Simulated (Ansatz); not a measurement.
Working through a convergence test of the k-point mesh of YbZnPb, space group P6_3mc

Computed with the Ansatz DFT code, driven from Python.

The cells in order, each with its output:

```python
import warnings

import ansatz as az
from tabulate import tabulate
```

```python
config = {
    "functional": "pbesol",
    "width_ev": 0.05,
}
```

```python
warnings.simplefilter("ignore", az.DeckWarning)
```

```python
lattice = az.Lattice.of(
    [4.75571986, 0.0, 0.0],
    [-2.37785993, 4.11857421, 0.0],
    [0.0, 0.0, 7.57824],
)
sites = [
    ("Yb", [0.0, 0.0, 0.757662]),
    ("Yb", [0.0, 0.0, 0.257662]),
    ("Zn", [2 / 3, 1 / 3, 0.941474]),
    ("Zn", [1 / 3, 2 / 3, 0.441474]),
    ("Pb", [2 / 3, 1 / 3, 0.541864]),
    ("Pb", [1 / 3, 2 / 3, 0.041864]),
]
cell = az.Crystal(lattice=lattice)
for symbol, position in sites:
    cell = cell.atom(symbol, position)
```

```python
len(cell.resolved().sites)
```

    6

```python
calc = (
    cell.calculation()
    .functional(config["functional"])
    .occupations(az.OccupationsMethod.METHFESSEL_PAXTON, width=config["width_ev"])
    .forces()
    .stress()
)
```

```python
rows = []
for value in [1.0, 0.6, 0.4, 0.3]:
    data = calc.kpoints(spacing=value).run(threads=1, backend="cpu").report
    rows.append((value, data["free_energy_ev"] / len(data["lattice"]["sites"]), data["n_iterations"], sum(data["stress_gpa"][i][i] for i in range(3)) / 3, max(abs(f) for row in data["forces_ev_ang"] for f in row), data["n_kpoints"]))
```

```python
print(tabulate(rows, headers=["spacing (1/A)", "F/atom (eV)", "iterations", "P (GPa)", "max component (eV/A)", "k-points"], floatfmt=".4f", tablefmt="github"))
```

    |   spacing (1/A) |   F/atom (eV) |   iterations |   P (GPa) |   max component (eV/A) |   k-points |
    |-----------------|---------------|--------------|-----------|------------------------|------------|
    |          1.0000 |    -9571.0878 |           12 |   -3.3516 |                 0.8611 |          2 |
    |          0.6000 |    -9571.0989 |           11 |   -2.2821 |                 0.1644 |          6 |
    |          0.4000 |    -9571.1375 |           12 |   -2.5857 |                 0.2544 |          8 |
    |          0.3000 |    -9571.1512 |           12 |   -2.4703 |                 0.1982 |         14 |

```python
# differences from the last row
for row in rows[:-1]:
    shift = 1000 * (row[1] - rows[-1][1])
    print(f"{row[0]}: {shift:+.2f} meV/atom" + ("  (within 2 meV)" if abs(shift) < 2 else ""))
```

    1.0: +63.43 meV/atom
    0.6: +52.24 meV/atom
    0.4: +13.65 meV/atom

Caveats:
- Semilocal functionals put the nearly full 4f shell of Yb too close to the Fermi level.
- Pressure is positive in compression.
- Spin-orbit coupling, which matters for elements this heavy, is left out.
- This cell is a computed structure, which may not be the phase found in nature.
- Shifts are counted from the finest mesh, which is itself no proven limit.
- Finished in 40 s on 1 thread of Arm Neoverse V2, with other jobs on the host, peak memory 0.5 GiB.
